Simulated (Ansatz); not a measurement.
**F₃GeH₃Sn: small, medium and large basis sets**

The task here is to estimate one member of a computed series from the others.

Method: one geometry, several basis sets; program: Ansatz 0.2.0, Gaussian basis.

Levels to be run: PBE0-D4/def2-SVP; ωB97M-V/def2-SVP; PBE0-D4/def2-QZVPP; ωB97M-V/def2-QZVPP; the functionals' def2-TZVPP values are taken from earlier runs.

## Structure used throughout

All runs share one geometry, relaxed beforehand with PBE0-D4 in a triple-zeta def2 set. Sn takes the def2 core potential; no spin-orbit term is included.

SMILES `[F][Sn]([F])([F])[GeH3]`, 8 atoms, charge 0, spin multiplicity 1.

Atoms are counted from 1 here; the program's logs count them from 0.

Bond lengths: F1–Sn2 1.903 Å, Sn2–F3 1.903 Å, Sn2–F4 1.903 Å, Sn2–Ge5 2.595 Å, Ge5–H6 1.528 Å, Ge5–H7 1.528 Å, Ge5–H8 1.528 Å. Angles: F1–Sn2–F3 103.4°, F1–Sn2–F4 103.4°, F1–Sn2–Ge5 115.1°, F3–Sn2–F4 103.4°, F3–Sn2–Ge5 115.0°, F4–Sn2–Ge5 115.0°, Sn2–Ge5–H6 106.4°, Sn2–Ge5–H7 106.4°, Sn2–Ge5–H8 106.4°, H6–Ge5–H7 112.4°, H6–Ge5–H8 112.3°, H7–Ge5–H8 112.3°.

Set-up of the first run:

File in.yaml:

```yaml
crystal:
  periodic: [false, false, false]
  atoms:
    - {symbol: F, position_ang: [0.017873, -2.258816, 1.319342]}
    - {symbol: Sn, position_ang: [0.728000, -0.891993, 0.201620]}
    - {symbol: F, position_ang: [2.358253, -0.421441, 1.063512]}
    - {symbol: F, position_ang: [1.305046, -1.842260, -1.343043]}
    - {symbol: Ge, position_ang: [-0.878880, 1.091687, -0.265844]}
    - {symbol: H, position_ang: [-1.204435, 1.713280, 1.091649]}
    - {symbol: H, position_ang: [-2.112857, 0.498007, -0.944068]}
    - {symbol: H, position_ang: [-0.120900, 2.054536, -1.178869]}
basis:
  gaussian: {orbitals: def2-SVP}
hamiltonian: {xc: pbe0, dispersion: d4}
output: {orbitals: {seedname: orbitals}}
```

Among the steps run: PBE0-D4 in def2-SVP; ωB97M-V in def2-SVP; PBE0-D4 in def2-QZVPP; ωB97M-V in def2-QZVPP.

One table of the session follows, with a row left open; its other results are not shown here.

It belongs to the step «Density functionals: the series». 

| functional | basis | HOMO (eV) | LUMO (eV) |
| --- | --- | --- | --- |
| PBE0-D4 | def2-SVP | -9.38 | -1.89 |
| PBE0-D4 | def2-TZVPP | ? | ? |
| PBE0-D4 | def2-QZVPP | -9.51 | -2.13 |
| ωB97M-V | def2-SVP | -11.41 | 0.13 |
| ωB97M-V | def2-TZVPP | -11.57 | -0.14 |
| ωB97M-V | def2-QZVPP | -11.57 | -0.34 |

Estimate the missing values for PBE0-D4, def2-TZVPP.

As computed: HOMO (eV): -9.51; LUMO (eV): -2.08.
